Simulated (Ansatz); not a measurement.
**Si2Mo: response to biaxial strain in the a-b plane**

One table from this session's results is given with a row withheld; the runs are named, their logs left out.

Program: Ansatz 0.2.0. Level of theory: DFT r2SCAN, scalar-relativistic, plane waves, PAW. These are calculated values, not measurements.

2 further runs of the same task are left out: 2 set aside as unsound or not needed.

## Starting point

The structure is tetragonal, space group I4/mmm (No. 139). The conventional cell has a = 3.202 Å, b = 3.202 Å, c = 7.819 Å, α = 90.00°, β = 90.00°, γ = 90.00°. Si (site symmetry 4mm) has 5 Si at 2.58 to 2.63 Å and 5 Mo at 2.60 to 2.62 Å as nearest neighbours. Mo (site symmetry 4/mmm) is surrounded by 10 Si at 2.60 to 2.62 Å.

As a file:

```cif
data_structure
_symmetry_space_group_name_H-M 'I4/mmm'
_symmetry_Int_Tables_number 139
_cell_length_a 3.2017
_cell_length_b 3.2017
_cell_length_c 7.8187
_cell_angle_alpha 90.000
_cell_angle_beta 90.000
_cell_angle_gamma 90.000
_cell_volume 80.15
loop_
_atom_site_label
_atom_site_type_symbol
_atom_site_symmetry_multiplicity
_atom_site_Wyckoff_symbol
_atom_site_fract_x
_atom_site_fract_y
_atom_site_fract_z
_atom_site_occupancy
Si1 Si 4 e 0.00000 0.00000 0.33529 1
Mo1 Mo 2 a 0.00000 0.00000 0.00000 1
```

Set-up of the first run:

File input.yaml:

```yaml
crystal:
  lattice:
    - [3.2017494418, 0.0, 0.0]
    - [0.0, 3.2017494418, 0.0]
    - [0.0, 0.0, 7.818667887]
  atoms:
    - { symbol: Si, position: [0.0, 0.0, 0.3352877732] }
    - { symbol: Si, position: [0.5, 0.5, 0.1647122268] }
    - { symbol: Si, position: [0.5, 0.5, 0.8352877732] }
    - { symbol: Si, position: [0.0, 0.0, 0.6647122268] }
    - { symbol: Mo, position: [0.0, 0.0, 0.0] }
    - { symbol: Mo, position: [0.5, 0.5, 0.5] }
basis:
  ecutwfc: 500
kpoints:
  mp_grid: { grid: [12, 12, 6] }
hamiltonian:
  xc: r2scan
scf:
  occupations: { method: gaussian, width: 0.1 }
output:
  forces: true
  stress: true
  eigenvalues: true
```

Started as:

```console
> ansatz run input.yaml --threads 1 --pin off --max-ram 2560MiB --backend cpu --events-out ev --progress --plain --runs-dir out
```

Among the steps run: Zero strain; Strain -1.5 %; Strain +1.5 %; The cell strained by -3.0 %; The cell strained by +3.0 %; At -4.5 %; Strain +4.5 %.

One table of the session follows, with a row left open; its other results are not shown here.

Lengths are those of the vectors of the cell that was run; stresses in GPa:

```
strain (%)  ΔE (meV/atom)  a (Å)  b (Å)  c (Å)
      -4.5           93.0  3.058  3.058  7.974
      -3.0           40.3  3.106  3.106  7.913
      -1.5              ?      ?      ?      ?
      +0.0            0.0  3.202  3.202  7.819
      +1.5            9.0  3.250  3.250  7.780
      +3.0           34.8  3.298  3.298  7.746
      +4.5           75.5  3.346  3.346  7.716
```

Estimate the missing values for strain (%) = -1.5.

Worked estimate for «ΔE (meV/atom)». A straight line through the neighbours (-3.0, 40.3) and (0.0, 0.0) gives 40.3 + (0.0 − 40.3) × (-1.5 + 3.0) / (0.0 + 3.0) = 20.1; a parabola fitted to 4 rows on both sides gives 9.9.

As computed: ΔE (meV/atom): 9.7; a (Å): 3.154; b (Å): 3.154; c (Å): 7.862. In «ΔE (meV/atom)» the line misses by +10.4 and the parabola by +0.2.

ΔE is over the unstrained cell. Stress in GPa, positive in compression, on the Cartesian axes of the input. 
